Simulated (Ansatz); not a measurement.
# GeAs5: the cost of one run

Program: Ansatz 0.2.0. Level of theory: DFT PBE, scalar-relativistic, plane waves, PAW. These are calculated values, not measurements.

2 further runs of the same task are left out: 1 that didn't finish, 1 set aside as unsound or not needed.

## (1) The starting structure

Symmetry: P6/mmm, No. 191, hexagonal system. The conventional cell has a = 4.962 Å, b = 4.962 Å, c = 6.736 Å, α = 90.00°, β = 90.00°, γ = 120.00°. Around Ge (site symmetry 6/mmm) lie 14 As at 3.37 to 3.49 Å. As (site symmetry 3m) has 7 As at 2.75 to 3.18 Å and 3 Ge at 3.49 Å in its first shell of neighbours. As (site symmetry 6/mmm) has 12 As at 3.18 Å and 2 Ge at 3.37 Å in its first shell of neighbours.

As a file:

```cif
data_structure
_symmetry_space_group_name_H-M 'P6/mmm'
_symmetry_Int_Tables_number 191
_cell_length_a 4.9623
_cell_length_b 4.9623
_cell_length_c 6.7360
_cell_angle_alpha 90.000
_cell_angle_beta 90.000
_cell_angle_gamma 120.000
_cell_volume 143.65
loop_
_atom_site_label
_atom_site_type_symbol
_atom_site_symmetry_multiplicity
_atom_site_Wyckoff_symbol
_atom_site_fract_x
_atom_site_fract_y
_atom_site_fract_z
_atom_site_occupancy
Ge1 Ge 1 b 0.00000 0.00000 0.50000 1
As1 As 4 h 0.66667 0.33333 0.79599 1
As2 As 1 a 0.00000 0.00000 0.00000 1
```

A structure generator made this guess: species swapped into a database cell of BaSn5 (P6/mmm, No. 191), with Ge on the Ba sites and As on the Sn sites. Its size is a rough estimate.

## (2) The guess as it stands, on a coarse mesh

Contents of input.yaml:

```yaml
crystal:
  lattice:
    - [4.96226439, 0.0, 0.0]
    - [-2.4811322, 4.29744703, 0.0]
    - [0.0, 0.0, 6.73602964]
  atoms:
    - { symbol: Ge, position: [0.0, 0.0, 0.5] }
    - { symbol: As, position: [0.66666667, 0.33333333, 0.79599494] }
    - { symbol: As, position: [0.0, 0.0, 0.0] }
    - { symbol: As, position: [0.66666667, 0.33333333, 0.20400506] }
    - { symbol: As, position: [0.33333333, 0.66666667, 0.20400506] }
    - { symbol: As, position: [0.33333333, 0.66666667, 0.79599494] }
basis:
  ecutwfc: 420
kpoints:
  mp_grid: { grid: [6, 6, 4] }
hamiltonian:
  xc: pbe
scf:
  occupations: { method: gaussian, width: 0.1 }
  lower_state_search: "off"
output:
  forces: true
  stress: true
  eigenvalues: true
```

Launch:

```
> ansatz run input.yaml --threads 1 --pin off --max-ram 2560MiB --backend cpu --events-out ev --progress --plain --runs-dir out
```

Q: Estimate wall time and peak memory on 1 thread of Intel Xeon 6975P-C (Granite Rapids), shared host.

About 5.3 s, with a peak of 0.49 GiB.
